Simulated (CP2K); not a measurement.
Crystal: TaN.

```
Ta N
1.0
     3.08157    0.00000    0.00000
     1.54079    2.66872    0.00000
     1.54079    0.88957    2.51609
Ta N
1 1
Cartesian
  3.0816 1.7791 1.2580
  0.0000 0.0000 0.0000
```

Program: CP2K 2026.2. Alike in all runs: task band structure; level PBE; no spin polarisation; cell as given; k mesh 10 × 10 × 10; smearing fermi-dirac 0.05 eV. Hardware: 1 thread of Arm Neoverse V2, on a shared host.

Order these runs on this cell by their wall time, lowest first.
A. potentials or basis POTENTIAL_UZH Ta GTH-PBE-q13, N GTH-PBE-q5; ccGRB-D basis; ADDED_MOS [13]
B. potentials or basis GTH_POTENTIALS Ta GTH-PBE-q13, N GTH-PBE-q5; SZV-MOLOPT-SR-GTH basis; ADDED_MOS [5]
C. potentials or basis POTENTIAL_UZH Ta GTH-PBE-q13, N GTH-PBE-q5; TZVP-MOLOPT-PBE-GTH basis; ADDED_MOS [13]

B (15 s), A (31 s), C (73 s).
